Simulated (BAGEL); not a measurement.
**CASPT2(18,12)/6-31G(d) (density fitting with cc-pvqz-jkfit, spherical functions) run of SeO2 (selenium dioxide)**

What is the vertical singlet–triplet gap of SeO2 (selenium dioxide) at CASPT2(18,12)/6-31G* (density fitting with cc-pvqz-jkfit, spherical functions)? 

The results are computed with BAGEL 1.2.2.

6 further runs of the same task are left out: 2 that didn't finish, 4 set aside as unsound or not needed.

### Step 1. The molecule

SeO2 has 3 atoms, charge 0, and is taken as a singlet. SMILES: `O=[Se]=O`. The coordinates come from a PBE0-D4/def2-TZVP relaxation.

Bond lengths: O1–Se2 1.599 Å, Se2–O3 1.599 Å. Angles: O1–Se2–O3 113.8°.

### Step 2. A single-point energy at CASPT2(18,12)/6-31G(d) (density fitting with cc-pvqz-jkfit, spherical functions)

caspt2.json

```json
{ "bagel" : [

{
  "title" : "molecule",
  "basis" : "6-31gs.json",
  "df_basis" : "cc-pvqz-jkfit",
  "angstrom" : true,
  "geometry" : [
    { "atom" : "O", "xyz" : [       0.450000,      -1.291360,       0.094840 ] },
    { "atom" : "Se", "xyz" : [      -0.515880,      -0.067700,      -0.261270 ] },
    { "atom" : "O", "xyz" : [       0.065880,       1.359070,       0.166440 ] }
  ]
},

{ "title" : "hf" },

{ "title" : "casscf", "nstate" : 1, "nact" : 12, "nclosed" : 16, "maxiter" : 200, "natocc" : true },

{ "title" : "print", "file" : "orbitals.molden", "orbitals" : true },

{ "title" : "smith", "method" : "caspt2", "ms" : true, "xms" : true, "sssr" : true, "shift" : 0.0, "ncore" : 11 }

]}
```

The basis set 6-31G* is read from a file made from the Basis Set Exchange's data (not shown).

On the command line:

```sh
$ BAGEL_NUM_THREADS=1 BAGEL caspt2.json > caspt2.out
```

Output:

```text
* using 1 threads per process

  ===============================================================
  ===============================================================

  *** Geometry ***

  { "atom" : "O", "xyz" : [      0.850377,     -2.440317,      0.179222 ] },
  { "atom" : "Se", "xyz" : [     -0.974872,     -0.127934,     -0.493729 ] },
  { "atom" : "O", "xyz" : [      0.124495,      2.568270,      0.314526 ] },

  Number of auxiliary basis functions:      430

  Since a DF basis is specified, we compute 2- and 3-index integrals:
    o Being stored without compression. Storage requirement is 0.012 GB

  Number of basis functions:       60
  Number of electrons      :       50

    * METHOD: MOLECULE                             0.14

  *** RHF ***

  === Nuclear Repulsion ===
   192.6648030397

      * DIIS with orbital gradients will be used.

  === RHF iteration (6-31gs.json) ===
      0      -2548.79345005          0.03353274           0.03
      1      -2548.84171481          0.03271975           0.03
      2      -2549.13095450          0.00163268           0.03
      3      -2549.13247228          0.00074038           0.03
      4      -2549.13278237          0.00023637           0.03
      5      -2549.13284041          0.00006712           0.03
      6      -2549.13284489          0.00001588           0.03
      7      -2549.13284510          0.00000294           0.03
      8      -2549.13284510          0.00000219           0.03
      9      -2549.13284510          0.00000037           0.03
     10      -2549.13284510          0.00000026           0.03
     11      -2549.13284510          0.00000008           0.03
     12      -2549.13284510          0.00000003           0.03
     13      -2549.13284510          0.00000001           0.03
    * SCF iteration converged.

    * Permanent dipole moment:
           (    1.199389,     0.157395,     0.607443) a.u.

    * METHOD: HF                                   0.56

  ---------------------------
      CASSCF calculation
  ---------------------------

    * nstate   :      1
    * nclosed  :     16
    * nact     :     12
    * nvirt    :     32
  === CASSCF iteration (6-31gs.json) ===

    * Using the second-order algorithm

      0  0     -2549.21355337     8.80e-03      1.40

      1  0     -2549.28023792     4.23e-03      1.69

      2  0     -2549.29075280     1.12e-03      1.62

      3  0     -2549.29142975     3.08e-04      1.74

      4  0     -2549.29151014     9.95e-05      1.69

      5  0     -2549.29152508     4.22e-05      1.70

      6  0     -2549.29152835     2.13e-05      1.68

      7  0     -2549.29152911     1.11e-05      1.69

      8  0     -2549.29152929     5.72e-06      1.69

      9  0     -2549.29152933     2.91e-06      1.69

     10  0     -2549.29152934     1.47e-06      1.71

     11  0     -2549.29152934     7.33e-07      1.71

     12  0     -2549.29152934     3.64e-07      1.71

     13  0     -2549.29152934     1.81e-07      1.68

     14  0     -2549.29152934     8.93e-08      1.67

     15  0     -2549.29152934     4.41e-08      1.68

     16  0     -2549.29152934     2.18e-08      1.66

     17  0     -2549.29152934     1.07e-08      1.66

     18  0     -2549.29152934     5.29e-09      1.68

    * Second-order optimization converged. *

     guess   0:   closed 111111111...         open ............

  === FCI iteration ===

      0  0     -2549.11572898     2.50e-03      0.06
      1  0     -2549.25503280     1.33e-03      0.06
      2  0     -2549.28523649     5.98e-04      0.06
      3  0     -2549.29020468     2.69e-04      0.07
      4  0     -2549.29127263     1.11e-04      0.07
      5  0     -2549.29148292     4.56e-05      0.07
      6  0     -2549.29151829     2.30e-05      0.06
      7  0     -2549.29152737     1.01e-05      0.06
      8  0     -2549.29152895     4.71e-06      0.06
      9  0     -2549.29152928     1.79e-06      0.06
     10  0     -2549.29152933     7.32e-07      0.06
     11  0     -2549.29152934     2.98e-07      0.06
     12  0     -2549.29152934     1.36e-07      0.06
     13  0     -2549.29152934     6.77e-08      0.06
     14  0     -2549.29152934     3.72e-08      0.06
     15  0     -2549.29152934     1.86e-08      0.06
     16  0     -2549.29152934     8.20e-09      0.06
     17  0     -2549.29152934     3.52e-09      0.06
     18  0     -2549.29152934     1.53e-09      0.06
     19  0     -2549.29152934     6.56e-10      0.06
    ** throwing out 1 trial vectors **
     20  0     -2549.29152934     3.11e-10      0.06
    ** throwing out 1 trial vectors **
     21  0     -2549.29152934     1.50e-10      0.06
    ** throwing out 1 trial vectors **
     22  0 *   -2549.29152934     5.82e-11      0.06

     * ci vector, state   0, <S^2> = 0.0000
       222222222...    -0.9401998946
       22222222.2..     0.1731819902
       22222.2222..     0.0759079574
       2222222baba.     0.0729067770
       2222222abab.     0.0729067770
       2222222.2.2.     0.0636857429
       222222b2ab.a    -0.0593045612
       222222a2ba.b    -0.0593045612
       2222222bbaa.     0.0591144981
       2222222aabb.     0.0591144981

    * METHOD: CASSCF                              33.33

    * METHOD: PRINT                                0.01

  === SMITH program ===

    * freezing 11 orbitals

    * Approximate memory requirement for SMITH calulation per MPI process:
      o Storage requirement for T-amplitude, lambda, and residual is 0.01 GB
      o Storage requirement for MO integrals is 0.00 GB
    * Calculating and saving rdm4f

    * Zeroth order energy : state  0      -13.6056932598

    * CASPT2 iteration is performed using redundant basis

      ---- iteration ----

        0    -0.49721859     0.00944871      1.16
        1    -0.49947555     0.00083089      1.17
        2    -0.49950768     0.00008266      1.12
        3    -0.49950791     0.00000844      1.14
        4    -0.49950791     0.00000108      1.13
        5    -0.49950791     0.00000012      1.16

      -------------------

    * CASPT2 energy : state  0    -2549.7910372531
        reference weight              0.8918972619

    * METHOD: SMITH                               46.51

  ===============================================================
```

It took 81 s on 1 thread of Arm Neoverse V2, shared host; peak memory 12 GiB.

### Step 3. The triplet at the same level

calc.json

```json
{ "bagel" : [

{
  "title" : "molecule",
  "basis" : "6-31gs.json",
  "df_basis" : "cc-pvqz-jkfit",
  "angstrom" : true,
  "geometry" : [
    { "atom" : "O", "xyz" : [    0.450000,   -1.291360,    0.094840 ] },
    { "atom" : "Se", "xyz" : [   -0.515880,   -0.067700,   -0.261270 ] },
    { "atom" : "O", "xyz" : [    0.065880,    1.359070,    0.166440 ] }
  ]
},
{ "title" : "hf" },
{ "title" : "casscf", "nstate" : 1, "nact" : 12, "nclosed" : 16, "nspin" : 2, "maxiter" : 200, "natocc" : true },
{ "title" : "print", "file" : "orbitals.molden", "orbitals" : true },
{ "title" : "smith", "method" : "caspt2", "ms" : true, "xms" : true, "sssr" : true, "shift" : 0.0, "ncore" : 11 }

]}
```

The basis set 6-31G* is read from a file made from the Basis Set Exchange's data (not shown).

On the command line:

```sh
$ BAGEL_NUM_THREADS=1 BAGEL calc.json > calc.out
```

Output:

```text
* using 1 threads per process

  ===============================================================
  ===============================================================

  *** Geometry ***

  { "atom" : "O", "xyz" : [      0.850377,     -2.440317,      0.179222 ] },
  { "atom" : "Se", "xyz" : [     -0.974872,     -0.127934,     -0.493729 ] },
  { "atom" : "O", "xyz" : [      0.124495,      2.568270,      0.314526 ] },

  Number of auxiliary basis functions:      430

  Since a DF basis is specified, we compute 2- and 3-index integrals:
    o Being stored without compression. Storage requirement is 0.012 GB

  Number of basis functions:       60
  Number of electrons      :       50

    * METHOD: MOLECULE                             0.14

  *** RHF ***

  === Nuclear Repulsion ===
   192.6648030397

      * DIIS with orbital gradients will be used.

  === RHF iteration (6-31gs.json) ===
      0      -2548.79345005          0.03353274           0.03
      1      -2548.84171481          0.03271975           0.03
      2      -2549.13095450          0.00163268           0.03
      3      -2549.13247228          0.00074038           0.03
      4      -2549.13278237          0.00023637           0.03
      5      -2549.13284041          0.00006712           0.03
      6      -2549.13284489          0.00001588           0.03
      7      -2549.13284510          0.00000294           0.03
      8      -2549.13284510          0.00000219           0.03
      9      -2549.13284510          0.00000037           0.03
     10      -2549.13284510          0.00000026           0.03
     11      -2549.13284510          0.00000008           0.03
     12      -2549.13284510          0.00000003           0.03
     13      -2549.13284510          0.00000001           0.03
    * SCF iteration converged.

    * Permanent dipole moment:
           (    1.199389,     0.157395,     0.607443) a.u.

    * METHOD: HF                                   0.56

  ---------------------------
      CASSCF calculation
  ---------------------------

    * nstate   :      1
    * nclosed  :     16
    * nact     :     12
    * nvirt    :     32
  === CASSCF iteration (6-31gs.json) ===

    * Using the second-order algorithm

      0  0     -2549.09588582     1.87e-02      0.93

      1  0     -2549.16487470     5.12e-03      1.29

      2  0     -2549.18077823     1.55e-03      1.23

      3  0     -2549.18229733     4.51e-04      1.23

      4  0     -2549.18246106     1.38e-04      1.24

      5  0     -2549.18248609     4.74e-05      1.24

      6  0     -2549.18249083     1.95e-05      1.24

      7  0     -2549.18249182     9.03e-06      1.27

      8  0     -2549.18249204     4.34e-06      1.26

      9  0     -2549.18249208     2.10e-06      1.24

     10  0     -2549.18249209     1.01e-06      1.25

     11  0     -2549.18249210     4.84e-07      1.24

     12  0     -2549.18249210     2.31e-07      1.24

     13  0     -2549.18249210     1.10e-07      1.24

     14  0     -2549.18249210     5.25e-08      1.23

     15  0     -2549.18249210     2.51e-08      1.22

     16  0     -2549.18249210     1.21e-08      1.23

     17  0     -2549.18249210     6.00e-09      1.21

    * Second-order optimization converged. *

     guess   0:   closed 11111111....         open ........11..

  === FCI iteration ===

      0  0     -2549.08742047     2.18e-03      0.04
      1  0     -2549.17065559     8.33e-04      0.04
      2  0     -2549.17995698     3.60e-04      0.04
      3  0     -2549.18194969     1.70e-04      0.04
      4  0     -2549.18236959     8.59e-05      0.04
      5  0     -2549.18247390     3.53e-05      0.04
      6  0     -2549.18248766     1.77e-05      0.04
      7  0     -2549.18249123     6.79e-06      0.04
      8  0     -2549.18249190     3.26e-06      0.04
      9  0     -2549.18249204     1.55e-06      0.04
     10  0     -2549.18249208     9.10e-07      0.04
     11  0     -2549.18249209     4.89e-07      0.04
     12  0     -2549.18249210     2.85e-07      0.04
     13  0     -2549.18249210     1.79e-07      0.04
     14  0     -2549.18249210     1.10e-07      0.04
     15  0     -2549.18249210     6.07e-08      0.04
     16  0     -2549.18249210     3.18e-08      0.04
     17  0     -2549.18249210     1.57e-08      0.04
     18  0     -2549.18249210     7.01e-09      0.04
     19  0     -2549.18249210     3.42e-09      0.04
    ** throwing out 1 trial vectors **
     20  0     -2549.18249210     1.56e-09      0.04
    ** throwing out 1 trial vectors **
     21  0     -2549.18249210     6.68e-10      0.04
    ** throwing out 1 trial vectors **
     22  0     -2549.18249210     2.95e-10      0.04
    ** throwing out 1 trial vectors **
     23  0     -2549.18249210     1.43e-10      0.04
    ** throwing out 1 trial vectors **
     24  0 *   -2549.18249210     6.69e-11      0.04

     * ci vector, state   0, <S^2> = 2.0000
       22222222aa..     0.9658843578
       222222ba2aa.    -0.0879279678
       222222aa2ab.    -0.0790459610
       22222b2a2a.a    -0.0745729516
       22222a2a2a.b    -0.0663105669
       222222.2aa2.    -0.0659596288
       2222b22aa2.a    -0.0509629581
       22222.22aa.2    -0.0506178853

    * METHOD: CASSCF                              23.19

    * METHOD: PRINT                                0.01

  === SMITH program ===

    * freezing 11 orbitals

    * Approximate memory requirement for SMITH calulation per MPI process:
      o Storage requirement for T-amplitude, lambda, and residual is 0.01 GB
      o Storage requirement for MO integrals is 0.00 GB
    * Calculating and saving rdm4f

    * Zeroth order energy : state  0      -13.4812106005

    * CASPT2 iteration is performed using redundant basis

      ---- iteration ----

        0    -0.49951603     0.00834346      1.08
        1    -0.50124618     0.00069198      1.07
        2    -0.50127125     0.00007105      1.07
        3    -0.50127148     0.00000669      1.07
        4    -0.50127148     0.00000086      1.09

      -------------------

    * CASPT2 energy : state  0    -2549.6837635820
        reference weight              0.8879561571

    * METHOD: SMITH                               38.64

  ===============================================================
```

Wall time 63 s (1 thread of Arm Neoverse V2, shared host); peak memory 7.9 GiB.

### Step 4. Results

Level: CASPT2(18,12)/6-31G* (density fitting with cc-pvqz-jkfit, spherical functions), 11 core orbitals frozen.

```
                                        quantity           value
                           singlet: total energy  -2549.79104 Eh
                           triplet: total energy  -2549.68376 Eh
vertical energy of the triplet above the singlet        2.919 eV
```

**Reading.** At this shape the triplet lies 2.92 eV (282 kJ/mol) above the singlet.
